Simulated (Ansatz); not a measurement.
# ClGaH2O: a dynamics run in two tries

Wanted: a short trajectory, and a check that the input is sound.

Program: Ansatz 0.2.0. Level of theory: RKS PBE0-D4/def2-SVP. These are calculated values, not measurements.

## (1) The system as given

Bond lengths: Ga1–Cl2 2.152 Å, Ga1–O3 1.771 Å, O3–H4 0.963 Å, Ga1–H5 1.544 Å. Angles: Cl2–Ga1–O3 115.5°, Cl2–Ga1–H5 122.7°, O3–Ga1–H5 121.8°, Ga1–O3–H4 114.7°.

As a file:

```xyz
5

Ga   -0.1119   -0.0689   -0.1001
Cl    0.1982   -0.1576    2.0279
O     1.3179   -0.3953   -1.0930
H     2.1194   -0.5862   -0.5935
H    -1.4830    0.2560   -0.7311
```

## (2) The run

The input, input.yaml:

```yaml
crystal:
  periodic: [false, false, false]
  atoms:
    - { symbol: Ga, position_ang: [-0.111948, -0.068877, -0.100078] }
    - { symbol: Cl, position_ang: [0.198152, -0.157569, 2.02788] }
    - { symbol: O, position_ang: [1.317936, -0.395278, -1.093038] }
    - { symbol: H, position_ang: [2.119399, -0.586172, -0.593526] }
    - { symbol: H, position_ang: [-1.483039, 0.255996, -0.731138] }
basis:
  gaussian: { orbitals: def2-SVP }
hamiltonian:
  xc: pbe0
  dispersion: d4
md:
  timestep: 0.25
  n_steps: 25
  ensemble: npt_langevin
  temperature: 300.0
  initial_velocities: maxwell_boltzmann
  seed: 1113
  pressure: 1.0
```

Launch:

```console
> ansatz run input.yaml --threads 1 --pin off --max-ram 2048MiB --backend cpu --events-out ev --progress --plain --runs-dir out
```

**Question.** What will these runs give? Wanted: first try.

**Answer**, as computed:

| quantity | value |
| --- | --- |
| first try | refused |
| cause | a barostat needs a periodic cell, and a molecule in free space has none |

In words: The fault in the first input was caught at the input check and cost nothing.
